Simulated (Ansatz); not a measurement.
# Ta16N: the cost of one run

Program: Ansatz 0.2.0. Level of theory: DFT PBE, scalar-relativistic, plane waves, PAW. These are calculated values, not measurements.

7 further runs of the same task are left out: 7 set aside as unsound or not needed.

## 1. Starting point

Symmetry: Pmm2, No. 25, orthorhombic system. Conventional cell: a = 6.638 Å, b = 6.638 Å, c = 20.300 Å, α = 90.00°, β = 90.00°, γ = 90.00°. Ta (site symmetry m) is surrounded by 4 Ta at 2.87 Å. Around Ta (site symmetry m) lie 9 Ta at 2.87 to 3.14 Å. Around Ta (site symmetry m) lie 8 Ta at 2.78 to 2.87 Å. Ta (site symmetry m) is surrounded by 1 N at 2.08 Å. Ta (site symmetry m) is surrounded by 5 Ta at 2.78 to 3.14 Å. Only part of the 9 independent sites is listed.

Structure file:

```cif
data_structure
_symmetry_space_group_name_H-M 'Pmm2'
_symmetry_Int_Tables_number 25
_cell_length_a 6.6379
_cell_length_b 6.6379
_cell_length_c 20.2997
_cell_angle_alpha 90.000
_cell_angle_beta 90.000
_cell_angle_gamma 90.000
_cell_volume 894.45
loop_
_atom_site_label
_atom_site_type_symbol
_atom_site_symmetry_multiplicity
_atom_site_Wyckoff_symbol
_atom_site_fract_x
_atom_site_fract_y
_atom_site_fract_z
_atom_site_occupancy
Ta1 Ta 2 e 0.25000 0.00000 0.19705 1
Ta2 Ta 2 f 0.25000 0.50000 0.19705 1
Ta3 Ta 2 g 0.00000 0.75000 0.27880 1
Ta4 Ta 2 h 0.50000 0.75000 0.27880 1
Ta5 Ta 2 e 0.25000 0.00000 0.35991 1
Ta6 Ta 2 f 0.25000 0.50000 0.35991 1
Ta7 Ta 2 g 0.00000 0.75000 0.43349 1
Ta8 Ta 2 h 0.50000 0.75000 0.43349 1
N1 N 1 a 0.00000 0.00000 0.49556 1
```

This is the geometry of the first run shown, built on a cell relaxed beforehand with the same method.

## 2. The scan

Atoms count from 1 in the order of the input.

N is moved over the surface cell; relaxed at each place: the height of the adsorbate's atoms; substrate rigid; the origin of the map has the adsorbate above Ta13.

First coordinate, position of N17 along the first surface vector, from above Ta13: 8 values from 0.000 to 0.875, periodic. Second coordinate, position of N17 along the second surface vector, from above Ta13: 8 values from 0.000 to 0.875, periodic.

Relaxed at each point: the height of the adsorbate's atoms; substrate rigid. Points are written as (first, second).

The two vectors of the plane (Å): (3.319, 0.000, 0.000); (0.000, 3.319, 0.000).

## 3. Point (0/8, 4/8) of the map's two axes

Contents of input.yaml:

```yaml
crystal:
  lattice:
    - [6.6379342679, 0.0, 0.0]
    - [0.0, 6.6379342679, 0.0]
    - [0.0, 0.0, 20.2996559574]
  atoms:
    - { symbol: Ta, position: [0.25, 0.25, 0.1970476745] }
    - { symbol: Ta, position: [0.25, 0.75, 0.1970476745] }
    - { symbol: Ta, position: [0.75, 0.25, 0.1970476745] }
    - { symbol: Ta, position: [0.75, 0.75, 0.1970476745] }
    - { symbol: Ta, position: [0.0, 0.0, 0.278797019] }
    - { symbol: Ta, position: [0.0, 0.5, 0.278797019] }
    - { symbol: Ta, position: [0.5, 0.0, 0.278797019] }
    - { symbol: Ta, position: [0.5, 0.5, 0.278797019] }
    - { symbol: Ta, position: [0.25, 0.25, 0.3599139064] }
    - { symbol: Ta, position: [0.25, 0.75, 0.3599139064] }
    - { symbol: Ta, position: [0.75, 0.25, 0.3599139064] }
    - { symbol: Ta, position: [0.75, 0.75, 0.3599139064] }
    - { symbol: Ta, position: [0.0, 0.0, 0.4334879357] }
    - { symbol: Ta, position: [0.0, 0.5, 0.4334879357] }
    - { symbol: Ta, position: [0.5, 0.0, 0.4334879357] }
    - { symbol: Ta, position: [0.5, 0.5, 0.4334879357] }
    - { symbol: "N", position: [0.0, 0.25, 0.4955579532] }
basis:
  ecutwfc: 420
kpoints:
  mp_grid: { grid: [4, 4, 1] }
hamiltonian:
  xc: pbe
  pseudopotentials: { kind: paw, azcp: { folder: soft_1 } }
scf:
  occupations: { method: gaussian, width: 0.1 }
output:
  forces: true
  eigenvalues: true
relax:
  adjacent_minimum: "off"
  f_tol: 0.025
  max_steps: 16
  constraints:
    - { sites: [0, 1, 2, 3, 4, 5, 6, 7, 8, 9, 10, 11, 12, 13, 14, 15] }
    - { sites: [16], fix: xy }
efield:
  axis: 3
  dipole_correction: true
  ramp_width: 0.04
```

Started as:

```
$ ansatz run input.yaml --threads 8 --pin off --max-ram 22528MiB --backend cpu --events-out ev --progress --plain --runs-dir out
```

What time and memory should one allow on 8 threads of Arm Neoverse N1, shared host?

About 1.9 min, with a peak of 3.4 GiB.
